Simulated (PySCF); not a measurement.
**MP2/def2-SVPD (core potential) run of SnCl2 (SMILES [Cl][Sn][Cl])**

Aim: the vertical singlet–triplet gap of SnCl2 at MP2/def2-SVPD (core potential), from 2 runs. 

The results are computed with PySCF 2.14.0.

### Step 1. Starting point

SnCl2: 3 atoms, total charge 0, spin state singlet. SMILES: `[Cl][Sn][Cl]`. Geometry: a GFN2-xTB relaxation, a rough one for these elements and not checked as a minimum.

Bond lengths: Sn1–Cl2 2.378 Å, Sn1–Cl3 2.377 Å. Angles: Cl2–Sn1–Cl3 99.5°.

### Step 2. The energy at MP2/def2-SVPD (core potential)

input.xyz reads:

```xyz
3

Sn     0.004910    -0.007160    -1.023740
Cl     1.812600    -0.019020     0.521020
Cl    -1.817510     0.026180     0.502720
```

input.py reads:

```python
# SnCl2
from pyscf import gto, scf, mp

mol = gto.M(
    atom='input.xyz',
    basis='def2-svpd',
    ecp={'Sn': 'def2-svp'},
    charge=0,
    max_memory=1860,
    verbose=3,
)

hf = scf.RHF(mol)
hf.conv_tol = 1e-10
hf.kernel()
if not hf.converged:
    hf = hf.newton().run(hf.mo_coeff, hf.mo_occ)

pt = mp.MP2(hf, frozen=14).run()
e_final = pt.e_tot
print(f'total energy: {e_final:.8f} hartree')
```

Launch:

```bash
$ OMP_NUM_THREADS=1 python input.py
```

Output:

```text
converged SCF energy = -1132.18886447514
E(RMP2) = -1132.56838971082  E_corr = -0.379525235678981
E(SCS-RMP2) = -1132.554291818  E_corr = -0.365427342864046
total energy: -1132.56838971 hartree
```

It took 2 s on 1 thread of Arm Neoverse V1, shared host; peak memory 0.2 GiB.

### Step 3. The triplet

run.py reads:

```python
from pyscf import gto, scf, mp

mol = gto.M(
    atom='''
Sn     0.009279    -0.013530    -1.934588
Cl     3.425318    -0.035943     0.984585
Cl    -3.434596     0.049473     0.950003
''',
    spin=2,
    max_memory=1860,
    basis='def2-svpd',
    unit='bohr',
    charge=0,
    ecp={'Sn': 'def2-svp'},
    verbose=3,
)

hf = scf.UHF(mol)
hf.conv_tol = 1e-10
hf.kernel()
if not hf.converged:
    hf = hf.newton().run(hf.mo_coeff, hf.mo_occ)

pt = mp.MP2(hf, frozen=14).run()
e_tot = pt.e_tot
print('Final energy', e_tot)
```

Launch:

```bash
$ OMP_NUM_THREADS=1 python run.py
```

Output:

```text
WARN: HOMO -0.610755704762177 >= LUMO -0.757811503225432

WARN: HOMO -0.0265987992430183 >= LUMO -0.115587962197736

converged SCF energy = -1132.10544958308  <S^2> = 2.0127198  2S+1 = 3.0084679
E(UMP2) = -1132.46735102593  E_corr = -0.36190144284436
E(SCS-UMP2) = -1132.45035711304  E_corr = -0.344907529960993
Final energy -1132.4673510259263
```

Wall time 3.3 s (1 thread of Arm Neoverse V1, shared host); peak memory 0.21 GiB.

### Step 4. What came out

At MP2/def2-SVPD (core potential), 14 core orbitals frozen:

| quantity | value |
| --- | --- |
| singlet: total energy | -1132.56839 Eh |
| singlet: dipole moment (Hartree–Fock density) | 3.57 D |
| singlet: HOMO energy (Hartree–Fock orbitals) | -10.36 eV |
| singlet: LUMO energy (Hartree–Fock orbitals) | -0.49 eV |
| singlet: HOMO–LUMO gap (Hartree–Fock orbitals) | 9.87 eV |
| singlet: correlation energy (14 core orbitals frozen) | -379.5 mEh |
| triplet: total energy | -1132.46735 Eh |
| triplet: dipole moment (Hartree–Fock density) | 3.48 D |
| triplet: HOMO energy (Hartree–Fock orbitals) (highest over α and β) | -8.11 eV |
| triplet: LUMO energy (Hartree–Fock orbitals) (lowest over α and β) | -2.52 eV |
| triplet: correlation energy (14 core orbitals frozen) | -361.9 mEh |
| triplet: ⟨S²⟩ of the reference determinant | 2.013 |
| vertical energy of the triplet above the singlet | 2.749 eV |

In words: At this shape the triplet lies 2.75 eV (265 kJ/mol) above the singlet.
